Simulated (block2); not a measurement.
**CaI (SMILES [Ca][I]) at DMRG/ANO-RCC-MB**

What is the vertical doublet–quartet gap of CaI at DMRG/ANO-RCC-MB? 

The results are computed with block2 0.5.4.

2 further runs of the same task are left out: 1 that didn't finish, 1 set aside as unsound or not needed. Runs told in other sessions of the task aren't counted.

## Step 1: The molecule

CaI: 2 atoms, total charge 0, spin state doublet. As SMILES, `[Ca][I]`. Geometry: a GFN2-xTB relaxation, a rough one for these elements and not checked as a minimum.

Bond lengths: Ca1–I2 2.927 Å.

## Step 2: A single-point energy at DMRG/ANO-RCC-MB

The input, prepare.py:

```python
from pyscf import ao2mo, cc, dft, gto, mcscf, mp, scf
from pyscf.tools import fcidump

mol = gto.M(atom="""
Ca     0.00000000     0.00000000     0.00000000
I      0.00000000     0.00000000     5.53160631
""", basis="ano-rcc-mb", unit="bohr", charge=0, spin=1, verbose=3, max_memory=2000)
print("nao = %d" % (mol.nao))
mf = scf.ROHF(mol)
mf.conv_tol = 1e-10
mf.max_cycle = 200
mf.kernel()
if not mf.converged:
    mf = mf.newton().run(mf.mo_coeff, mf.mo_occ)
print(f"SCF energy = {mf.e_tot:.10f}")
ref = scf.UHF(mol).run(mf.make_rdm1(), conv_tol=1e-10)
pt = mp.MP2(ref, frozen=23).run()
mycc = cc.CCSD(ref, frozen=23)
mycc.max_cycle = 150
mycc.kernel()
print("MP2 total energy = %.10f" % (pt.e_tot))
if mycc.converged:
    print(f"E(CCSD) = {mycc.e_tot:.10f}")
    print(f"E(CCSD(T)) = {mycc.e_tot + mycc.ccsd_t():.10f}")
ks = dft.UKS(mol, xc="hse06").set(conv_tol=1e-9, verbose=3).run(mf.make_rdm1())
if ks.converged:
    print(f"E(HSE06) = {ks.e_tot:.8f}")
ks = dft.UKS(mol, xc="tpssh").set(conv_tol=1e-9, verbose=3).run(mf.make_rdm1())
if ks.converged:
    print("E(TPSSh) = %.8f" % (ks.e_tot))
ks = dft.UKS(mol, xc="blyp").set(conv_tol=1e-9, verbose=3).run(mf.make_rdm1())
if ks.converged:
    print("E(BLYP) = %.8f" % (ks.e_tot))
ks = dft.UKS(mol, xc="m062x").set(conv_tol=1e-9, verbose=3).run(mf.make_rdm1())
if ks.converged:
    print("E(M06-2X) = %.8f" % (ks.e_tot))
ks = dft.UKS(mol, xc="camb3lyp").set(conv_tol=1e-9, verbose=3).run(mf.make_rdm1())
if ks.converged:
    print("E(CAM-B3LYP) = %.8f" % (ks.e_tot))
occ_no, mo = mcscf.addons.make_natural_orbitals(mp.MP2(mf.to_uhf(), frozen=23).run())
mf.mo_coeff = mo
cas = mcscf.CASCI(mf, 17, 27)
h1, ecore = cas.get_h1eff()
fcidump.from_integrals("FCIDUMP", h1, cas.get_h2eff(), 17, 27, nuc=ecore, ms=1)
ci = mcscf.CASCI(mf, 17, (14, 13))
ci.fix_spin_(ss=0.75)
ci.fcisolver.conv_tol = 1e-10
ci.fcisolver.max_cycle = 200
ci.kernel()
print("FCI energy = %.10f" % (ci.e_tot))
```

The input, dmrg.conf:

```
sym c1
orbitals FCIDUMP
nelec 27
spin 1
irrep 1
occ 2 2 2 2 2 2 2 2 2 2 2 2 2 1 0 0 0
cbias 0.1
schedule
0 150 1E-08 1E-04
3 300 1E-08 1E-04
5 600 1E-08 1E-05
7 600 1E-09 0.0
end
maxiter 13
sweep_tol 1E-06
fiedler
mem 2g
num_thrds 1
prefix ./tmp
outputlevel 2
onepdm
```

Started as:

```console
$ python prepare.py && block2main dmrg.conf
```

The program printed:

```text
$ python prepare.py
nao = 40
converged SCF energy = -7349.04470826462
SCF energy = -7349.0447082646
converged SCF energy = -7349.04483764292  <S^2> = 0.75092392  2S+1 = 2.0009237
E(UMP2) = -7349.05305107639  E_corr = -0.00821343346349042
E(SCS-UMP2) = -7349.05355840858  E_corr = -0.00872076565307192
E(UCCSD) = -7349.055355677635  E_corr = -0.01051803471088803
MP2 total energy = -7349.0530510764
E(CCSD) = -7349.0553556776
UCCSD(T) correction = -0.000443187446568176
E(CCSD(T)) = -7349.0557988651
converged SCF energy = -7352.27090118922  <S^2> = 0.75044578  2S+1 = 2.0004457
E(HSE06) = -7352.27090119
converged SCF energy = -7352.57332618042  <S^2> = 0.75013127  2S+1 = 2.0001313
E(TPSSh) = -7352.57332618
converged SCF energy = -7353.12043677916  <S^2> = 0.75023016  2S+1 = 2.0002301
E(BLYP) = -7353.12043678

WARN: HOMO -0.208166990117143 >= LUMO -0.219734277656639

converged SCF energy = -7353.49186751743  <S^2> = 0.75257534  2S+1 = 2.0025737
E(M06-2X) = -7353.49186752
converged SCF energy = -7353.27484318326  <S^2> = 0.750175  2S+1 = 2.000175
E(CAM-B3LYP) = -7353.27484318
E(UMP2) = -7349.05284281183  E_corr = -0.00813454720399532
E(SCS-UMP2) = -7349.05335468542  E_corr = -0.00864642079557702
CASCI E = -7349.05586744997  E(CI) = -178.222977458487  S^2 = 0.7500000
FCI energy = -7349.0558674500

$ block2main dmrg.conf

********************************** INPUT START **********************************
sym                                                             c1
orbitals                                                   FCIDUMP
nelec                                                           27
spin                                                             1
irrep                                                            1
occ                              2 2 2 2 2 2 2 2 2 2 2 2 2 1 0 0 0
cbias                                                          0.1
[... 66 lines left out ...]
 --> Site =    5-   6 .. Mmps =  150 Ndav =  33 E =  -7348.9469786848 Error = 5.52e-10 FLOPS = 3.76e+09 Tdav = 7.95 T = 8.15
[... 22 lines left out ...]
 <-- Site =   12-  13 .. Mmps =   57 Ndav =   1 E =  -7349.0555698807 Error = 2.26e-14 FLOPS = 1.73e+09 Tdav = 0.01 T = 0.04
[... 22 lines left out ...]
 --> Site =    1-   2 .. Mmps =    9 Ndav =   1 E =  -7349.0558673175 Error = 0.00e+00 FLOPS = 1.40e+09 Tdav = 0.00 T = 0.02
[... 13 lines left out ...]
 --> Site =   15-  16 .. Mmps =   15 Ndav =   1 E =  -7349.0558669027 Error = 4.27e-15 FLOPS = 5.66e+08 Tdav = 0.00 T = 0.01
[... 22 lines left out ...]
 <-- Site =    2-   3 .. Mmps =  227 Ndav =   2 E =  -7349.0558674461 Error = 9.92e-14 FLOPS = 1.99e+09 Tdav = 0.04 T = 0.26
[... 22 lines left out ...]
 --> Site =   11-  12 .. Mmps =  300 Ndav =   1 E =  -7349.0558674406 Error = 4.07e-13 FLOPS = 2.81e+09 Tdav = 0.05 T = 0.42
[... 22 lines left out ...]
 <-- Site =    6-   7 .. Mmps =  539 Ndav =   1 E =  -7349.0558674480 Error = 5.50e-13 FLOPS = 4.17e+09 Tdav = 3.58 T = 8.33
[... 22 lines left out ...]
 --> Site =    7-   8 .. Mmps =  600 Ndav =   1 E =  -7349.0558674480 Error = 7.90e-12 FLOPS = 4.22e+09 Tdav = 4.00 T = 6.51
[... 22 lines left out ...]
 <-- Site =   10-  11 .. Mmps =   90 Ndav =   2 E =  -7349.0558674482 Error = 9.26e-14 FLOPS = 3.40e+09 Tdav = 0.85 T = 1.27
[... 63 lines left out ...]
 --> Site =    1-   2 .. Nterms =           31 Error =  0.000000000000/ 0.000000000000 FLOPS = 5.66e+08 Tmult = 0.00 T = 0.00
[... 8 lines left out ...]
 --> Site =   10-  11 .. Nterms =           13 Error =  0.000000000000/ 0.000000000000 FLOPS = 3.74e+09 Tmult = 0.01 T = 0.09
 --> Site =   11-  12 .. Nterms =           11 Error =  0.000000000000/ 0.000000000000 FLOPS = 2.83e+09 Tmult = 0.00 T = 0.03
 --> Site =   12-  13 .. Nterms =            9 Error =  0.000000000000/ 0.000000000000 FLOPS = 1.80e+09 Tmult = 0.00 T = 0.01
 --> Site =   13-  14 .. Nterms =            7 Error =  0.000000000000/ 0.000000000000 FLOPS = 8.83e+08 Tmult = 0.00 T = 0.01
 --> Site =   14-  15 .. Nterms =            5 Error =  0.000000000000/ 0.000000000000 FLOPS = 3.40e+08 Tmult = 0.00 T = 0.00
 --> Site =   15-  16 .. Nterms =            4 Error =  0.000000000000/ 0.000000000000 FLOPS = 1.34e+08 Tmult = 0.00 T = 0.00
[... 7 lines left out ...]
NPDM Sorting | Nsites =    17 | Nmaxops =  2 | DotSite = 2 | SymbolFree = T | Compressed = T | LowMem = F | Mem = 2.26 KB
 Site =     0 ..  T = 0.000
 Site =     1 ..  T = 0.000
 Site =     2 ..  T = 0.000
 Site =     3 ..  T = 0.000
 Site =     4 ..  T = 0.000
 Site =     5 ..  T = 0.000
 Site =     6 ..  T = 0.000
 Site =     7 ..  T = 0.000
 Site =     8 ..  T = 0.000
 Site =     9 ..  T = 0.000
 Site =    10 ..  T = 0.000
 Site =    11 ..  T = 0.000
 Site =    12 ..  T = 0.000
 Site =    13 ..  T = 0.000
 Site =    14 ..  T = 0.000
 Site =    15 ..  T = 0.000
Ttotal =      0.001

DMRG OCC =   2.000 2.000 2.000 2.000 2.000 2.000 2.000 2.000 2.000 1.998 1.993 1.993 1.987 0.999 0.014 0.008 0.008
```

It took 5.9 min on 1 thread of Arm Neoverse V1, shared host; peak memory 0.92 GiB.

## Step 3: The quartet: the energy at DMRG/ANO-RCC-MB

The input, integrals.py:

```python
from pyscf import ao2mo, cc, dft, gto, mcscf, mp, scf
from pyscf.tools import fcidump

geom = "mol.xyz"
mol = gto.M(
    atom=geom,
    basis="ano-rcc-mb",
    spin=3,
    verbose=3,
)
print("basis functions: %d" % (mol.nao))
mf = scf.ROHF(mol)
mf.conv_tol = 1e-10
mf.max_cycle = 200
mf.kernel()
if not mf.converged:
    mf = mf.newton().run(mf.mo_coeff, mf.mo_occ)
print(f"E(HF): {mf.e_tot:.10f}")
ref = scf.UHF(mol).run(mf.make_rdm1(), conv_tol=1e-10)
pt = mp.MP2(ref, frozen=23).run()
mycc = cc.CCSD(ref, frozen=23)
mycc.max_cycle = 150
mycc.kernel()
print(f"E(MP2): {pt.e_tot:.10f}")
if mycc.converged:
    print(f"CCSD total energy: {mycc.e_tot:.10f}")
    print(f"CCSD(T) total energy: {mycc.e_tot + mycc.ccsd_t():.10f}")
ks = dft.UKS(mol, xc="hse06").set(conv_tol=1e-9, verbose=3).run(mf.make_rdm1())
if ks.converged:
    print("E(HSE06): %.8f" % (ks.e_tot))
ks = dft.UKS(mol, xc="tpssh").set(conv_tol=1e-9, verbose=3).run(mf.make_rdm1())
if ks.converged:
    print("E(TPSSh): %.8f" % (ks.e_tot))
ks = dft.UKS(mol, xc="blyp").set(conv_tol=1e-9, verbose=3).run(mf.make_rdm1())
if ks.converged:
    print(f"E(BLYP): {ks.e_tot:.8f}")
ks = dft.UKS(mol, xc="m062x").set(conv_tol=1e-9, verbose=3).run(mf.make_rdm1())
if ks.converged:
    print(f"E(M06-2X): {ks.e_tot:.8f}")
ks = dft.UKS(mol, xc="camb3lyp").set(conv_tol=1e-9, verbose=3).run(mf.make_rdm1())
if ks.converged:
    print(f"E(CAM-B3LYP): {ks.e_tot:.8f}")
occ_no, mo = mcscf.addons.make_natural_orbitals(mp.MP2(mf.to_uhf(), frozen=23).run())
mf.mo_coeff = mo
cas = mcscf.CASCI(mf, 17, 27)
h1, ecore = cas.get_h1eff()
fcidump.from_integrals("FCIDUMP", h1, cas.get_h2eff(), 17, 27, nuc=ecore, ms=3)
ci = mcscf.CASCI(mf, 17, (15, 12))
ci.fix_spin_(ss=3.75)
ci.fcisolver.conv_tol = 1e-10
ci.fcisolver.max_cycle = 200
ci.kernel()
print("FCI energy: %.10f" % (ci.e_tot))
```

The input, block.conf:

```
sym c1
orbitals FCIDUMP
nelec 27
spin 3
irrep 1
occ 2 2 2 2 2 2 2 2 2 2 2 2 1 1 1 0 0
cbias 0.1
schedule
0 300 1E-08 1E-04
3 450 1E-08 1E-04
5 600 1E-08 1E-05
9 600 1E-09 0.0
end
maxiter 15
sweep_tol 1E-07
noreorder
mem 2g
num_thrds 1
prefix ./tmp
outputlevel 1
onepdm
```

Started as:

```console
$ python integrals.py && block2main block.conf
```

The program printed:

```text
$ python integrals.py
basis functions: 40
converged SCF energy = -7348.8745359369
E(HF): -7348.8745359369
converged SCF energy = -7348.87478778432  <S^2> = 3.750877  2S+1 = 4.0004385
E(UMP2) = -7348.87796830746  E_corr = -0.0031805231416819
E(SCS-UMP2) = -7348.87838062106  E_corr = -0.00359283673614057
E(UCCSD) = -7348.881662174734  E_corr = -0.00687439041342139
E(MP2): -7348.8779683075
CCSD total energy: -7348.8816621747
UCCSD(T) correction = -0.000604569249756337
CCSD(T) total energy: -7348.8822667440

WARN: HOMO -0.0870308330683977 >= LUMO -0.310990309830876

WARN: HOMO -0.0860865419294037 >= LUMO -0.326787085759697

WARN: HOMO -0.0864867200708943 >= LUMO -0.321487376291072

WARN: HOMO -0.0864761012414076 >= LUMO -0.321655474127613

WARN: HOMO -0.0864759164584316 >= LUMO -0.321650118861998

WARN: HOMO -0.086475874805977 >= LUMO -0.321650308405528

converged SCF energy = -7352.06397671884  <S^2> = 3.7501667  2S+1 = 4.0000833
E(HSE06): -7352.06397672

WARN: HOMO -0.0878765645303912 >= LUMO -0.315703832288312

WARN: HOMO -0.086889754529914 >= LUMO -0.337082599269458

WARN: HOMO -0.0874222258379548 >= LUMO -0.329299167344835

WARN: HOMO -0.0874117346093538 >= LUMO -0.329519367971136

WARN: HOMO -0.0874121079415212 >= LUMO -0.329518816339278

WARN: HOMO -0.0874120899370216 >= LUMO -0.329518771769605

converged SCF energy = -7352.36162202677  <S^2> = 3.7501958  2S+1 = 4.0000979
E(TPSSh): -7352.36162203

WARN: HOMO -0.0684155547710846 >= LUMO -0.305022519338732

WARN: HOMO -0.0476833120668928 >= LUMO -0.365149452473135

WARN: HOMO -0.0600842911037872 >= LUMO -0.349481411543166

WARN: HOMO -0.0616016115064858 >= LUMO -0.338687223772812

WARN: HOMO -0.0592635114674072 >= LUMO -0.343612545709384

WARN: HOMO -0.0628303854575006 >= LUMO -0.337709475538944

WARN: HOMO -0.0637034087402622 >= LUMO -0.337521284432969

WARN: HOMO -0.0655404430733444 >= LUMO -0.330437303805689

[... 2 lines left out ...]
WARN: HOMO -0.065875366181016 >= LUMO -0.328941786498215
[... 7 lines left out ...]
WARN: HOMO -0.0518380609116393 >= LUMO -0.350453843024262
[... 7 lines left out ...]
WARN: HOMO -0.0622424051281936 >= LUMO -0.340133167857666
[... 7 lines left out ...]
WARN: HOMO -0.0615448210259587 >= LUMO -0.343698201219245
[... 7 lines left out ...]
WARN: HOMO -0.0623183731079346 >= LUMO -0.341478852079916
[... 7 lines left out ...]
WARN: HOMO -0.0621696898532466 >= LUMO -0.342018819804445
[... 7 lines left out ...]
WARN: HOMO -0.0498262446621061 >= LUMO -0.352465282917162
[... 7 lines left out ...]
WARN: HOMO -0.0637884155708711 >= LUMO -0.340023546248806
[... 7 lines left out ...]
WARN: HOMO -0.0645966930318485 >= LUMO -0.338306432925862
[... 7 lines left out ...]
WARN: HOMO -0.061847154961757 >= LUMO -0.343113072517045
[... 7 lines left out ...]
WARN: HOMO -0.0613031802459443 >= LUMO -0.344512890875402
[... 1 line left out ...]
SCF not converged.
[... 4 lines left out ...]
WARN: HOMO -0.110614514611623 >= LUMO -0.250939192115022
[... 7 lines left out ...]
WARN: HOMO -0.110908279257004 >= LUMO -0.247328349406568
[... 8 lines left out ...]
WARN: HOMO -0.123796025504777 >= LUMO -0.265749695635188
[... 7 lines left out ...]
WARN: HOMO -0.124046765617068 >= LUMO -0.26319163229254
[... 44 lines left out ...]
integral sym error =            0
[... 39 lines left out ...]
Sweep =    8 | Direction =  forward | Bond dimension =  600 | Noise =  1.00e-05 | Dav threshold =  1.00e-08
Time elapsed =    692.484 | E =   -7348.8823889433 | DE = -2.75e-10 | DW = 1.30797e-11

Sweep =    9 | Direction = backward | Bond dimension =  600 | Noise =  0.00e+00 | Dav threshold =  1.00e-09
Time elapsed =    725.358 | E =   -7348.8823889441 | DE = -7.88e-10 | DW = 3.10329e-13

Final canonical form =  CRRRRRRRRRRRRRRRR 0
DMRG Energy = -7348.882388944138256
npdm string = ['(C+D)0']

Build NPDM MPO | Nsites =    17 | Nmaxops =  2 | SymbolFree = T | Cutoff = 0.00e+00
 Site =     0 /    17 .. L =        4 R =        1 M =            0 Tmid = 0.000 T = 0.000
 Site =     1 /    17 .. L =        4 R =       33 M =           33 Tmid = 0.000 T = 0.000
 Site =     2 /    17 .. L =        4 R =       31 M =           31 Tmid = 0.000 T = 0.000
 Site =     3 /    17 .. L =        4 R =       29 M =           29 Tmid = 0.000 T = 0.000
 Site =     4 /    17 .. L =        4 R =       27 M =           27 Tmid = 0.000 T = 0.000
 Site =     5 /    17 .. L =        4 R =       25 M =           25 Tmid = 0.000 T = 0.000
 Site =     6 /    17 .. L =        4 R =       23 M =           23 Tmid = 0.000 T = 0.000
 Site =     7 /    17 .. L =        4 R =       21 M =           21 Tmid = 0.000 T = 0.000
 Site =     8 /    17 .. L =        4 R =       19 M =           19 Tmid = 0.000 T = 0.000
 Site =     9 /    17 .. L =        4 R =       17 M =           17 Tmid = 0.000 T = 0.000
 Site =    10 /    17 .. L =        4 R =       15 M =           15 Tmid = 0.000 T = 0.000
 Site =    11 /    17 .. L =        4 R =       13 M =           13 Tmid = 0.000 T = 0.000
 Site =    12 /    17 .. L =        4 R =       11 M =           11 Tmid = 0.000 T = 0.000
 Site =    13 /    17 .. L =        4 R =        9 M =            9 Tmid = 0.000 T = 0.000
 Site =    14 /    17 .. L =        4 R =        7 M =            7 Tmid = 0.000 T = 0.000
 Site =    15 /    17 .. L =        4 R =        5 M =            5 Tmid = 0.000 T = 0.000
 Site =    16 /    17 .. L =        1 R =        4 M =            4 Tmid = 0.000 T = 0.000
Ttotal =      0.000

Expectation | Direction =  forward | BRA bond dimension =  600 | KET bond dimension =  600
Time elapsed =      1.562
NPDM Sorting | Nsites =    17 | Nmaxops =  2 | DotSite = 2 | SymbolFree = T | Compressed = T | LowMem = F | Mem = 2.26 KB
Ttotal =      0.000

DMRG OCC =   1.999 2.000 2.000 2.000 2.000 2.000 2.000 2.000 2.000 2.000 1.506 1.989 1.368 1.000 0.632 0.011 0.495
```

It took 15 min on 1 thread of Arm Neoverse V1, shared host; peak memory 0.92 GiB.

## Step 4: Outcome

Level: DMRG/ANO-RCC-MB, 23 core orbitals frozen.

| quantity | value |
| --- | --- |
| run 1, DMRG/ANO-RCC-MB: total energy | -7349.05587 Eh |
| quartet: total energy | -7348.88239 Eh |
| vertical energy of the quartet above the doublet | 4.721 eV |

In words: At this shape the quartet lies 4.72 eV (109 kcal/mol) above the doublet. In a minimal basis such a difference can be off by several eV, whatever the method. The basis (run 1, DMRG/ANO-RCC-MB) was made for a relativistic Hamiltonian, but the run is non-relativistic. The basis (quartet) was made for a relativistic Hamiltonian, but the run is non-relativistic.
